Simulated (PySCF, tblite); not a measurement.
**C₅H₁₂B₂BrN: geometry, infrared bands and NMR shifts**

Aim: predict the infrared bands and NMR shifts of C₅H₁₂B₂BrN (`C=CC(C)(C)BNBBr`).

The runs use tblite 0.8.0 and PySCF 2.14.0, with density-fitted response routines of our own; the level of theory stands in each step. All values are computed, except where a source is named. Atoms are numbered from 0 throughout.

## 1. The molecule as given

21 atoms, charge 0, multiplicity 1; geometry from: force field or distance geometry start.

Bonds of the start (Å): C0–C1 1.34, C1–C2 1.49, C2–C3 1.52, C2–C4 1.51, C2–B5 1.58, B5–N6 1.53, N6–B7 1.50, B7–Br8 2.01, C0–H9 1.09, C0–H10 1.11, C1–H11 1.10, C3–H12 1.12, C3–H13 1.10, C3–H14 1.10, C4–H15 1.12, C4–H16 1.10, C4–H17 1.12, B5–H18 1.20, N6–H19 1.03, B7–H20 1.19.

## 2. Relaxing the molecule with GFN2-xTB

Job settings and geometry (Å):

```
{"job": {"kind": "relax", "xc": "GFN2-xTB", "basis": "xTB"}, "charge": 0, "multiplicity": 1}
C     -2.627900    -0.385400     0.907300
C     -1.782300     0.547600     0.451300
C     -0.404000     0.115800     0.072900
C     -0.546200    -0.721900    -1.192700
C      0.319900     1.377400    -0.323500
B      0.353200    -0.664100     1.222100
N      1.875500    -0.496300     1.265000
B      2.514300    -0.347500    -0.085900
Br     3.891200     1.051300    -0.532100
H     -2.342400    -1.436900     0.988400
H     -3.654700    -0.061500     1.196600
H     -2.088300     1.597700     0.389100
H     -0.868300    -1.752700    -0.912900
H     -1.332300    -0.238300    -1.794700
H      0.415300    -0.655400    -1.713800
H      1.021400     1.682100     0.492200
H     -0.371700     2.220000    -0.452300
H      0.838900     1.150800    -1.292000
H     -0.012200    -1.790100     1.387100
H      2.206000     0.153900     1.989900
H      2.585800    -1.329500    -0.753100
```

On the command line:

```
OMP_NUM_THREADS=1 python probes_run.py task.json out
```

This one command runs all jobs of the session in turn.

**Question.** This job is followed by: GFN2-xTB harmonic vibrations, gas phase; GIAO PBE0/pcSseg-1 NMR shielding, non-relativistic, gas phase. What will the session give for the following? strongest single infrared mode (GFN2-xTB); zero-point energy (GFN2-xTB); 13C shifts against TMS (PBE0/pcSseg-1, means over atoms taken as alike); 1H shifts against TMS (PBE0/pcSseg-1, means over atoms taken as alike); 11B shifts against BF3·OEt2 (PBE0/pcSseg-1); 15N shifts against NH3 (PBE0/pcSseg-1); 79Br shifts against HBr (PBE0/pcSseg-1).

As calculated:

| quantity | value |
| --- | --- |
| strongest single infrared mode (GFN2-xTB) | 1382 cm⁻¹, 756 km/mol |
| zero-point energy (GFN2-xTB) | 105.5 kcal/mol |
| 13C shifts against TMS (PBE0/pcSseg-1, means over atoms taken as alike) | 161.9, 113.2, 34.9, 25.4 ppm |
| 1H shifts against TMS (PBE0/pcSseg-1, means over atoms taken as alike) | 7.22, 6.55, 6.53, 5.53, 5.22, 5.05, 1.20 ppm |
| 11B shifts against BF3·OEt2 (PBE0/pcSseg-1) | 53.6, 45.9 ppm |
| 15N shifts against NH3 (PBE0/pcSseg-1) | 187.0 ppm |
| 79Br shifts against HBr (PBE0/pcSseg-1) | 336 ppm |

What this shows: Over 191 steps the energy fell by 2.289 eV; of the close pairs, B7–Br8 changed most, 2.013 to 1.881 Å. All 57 modes are real, so the xTB geometry is a minimum. The strongest single mode, at 1382 cm⁻¹, moves mainly N6 and H19. Unscaled tight-binding wavenumbers are off by several per cent, some by more. Its intensities can rank the bands wrongly. C1 (alkene CH) lies farthest downfield among carbon, at 161.9 ppm; as expected for a trigonal carbon in a double bond. At PBE0/pcSseg-1: The widest tensor belongs to Br8: span 844 ppm, with a paramagnetic part of -838 ppm. Spin-orbit coupling is left out, which matters for shieldings and couplings at and beside the heavy atoms.
